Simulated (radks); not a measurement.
# Exchange and kinetic functionals tested on atomic densities: Yb⁺, P³⁺, Sr³⁷⁺, N⁴⁺, Mn, Al³⁺

One table from this session's results is given with a row withheld; the runs are named, their logs left out.

Program: radks (a radial shooting solver on a logarithmic mesh, Libxc functionals) version 1. Level of theory: non-relativistic Kohn-Sham, PBE, spin-polarised, spherical densities, point nucleus; open shells are filled with parallel spins first. These are calculated values, not measurements, unless marked.

## The atom as given

* species: Yb⁺ ([Xe] 4f14 6s1), P³⁺ ([Ne] 3s2), Sr³⁷⁺ (1s1), N⁴⁺ ([He] 2s1), Mn ([Ar] 3d5 4s2), Al³⁺ ([Ne])

Set-up of the first run:

The run's settings:

```text
Z 70
configuration [Xe] 4f14 6s1
relativity non-relativistic
functional pbe,pbe
spin polarised
nucleus point
```

Steps of the session up to this table: Yb⁺, [Xe] 4f14 6s1.

One of the session's tables, all rows but one given; the rest of the session is left out.

It belongs to the step «Yb⁺, [Xe] 4f14 6s1». Sizes of the orbitals, from the radial functions (bohr):

```
  level     <r>  outermost maximum (interpolated)  90 % within  nodes
  5s up   1.322                              1.17         1.92      4
5s down   1.321                              1.17         1.91      4
  5p up   1.506                              1.28         2.23      3
5p down   1.501                              1.28         2.22      3
  4f up  0.7462                             0.476         1.29      0
4f down       ?                                 ?            ?      ?
  6s up   3.807                              3.35         5.53      5
6s down   3.692                              3.27         5.34      5
```

**Question.** Estimate the row for 4f down.

**Answer.** <r>: 0.7439; outermost maximum (interpolated): 0.476; 90 % within: 1.29; nodes: 0. In the column «<r>» it is the lowest.
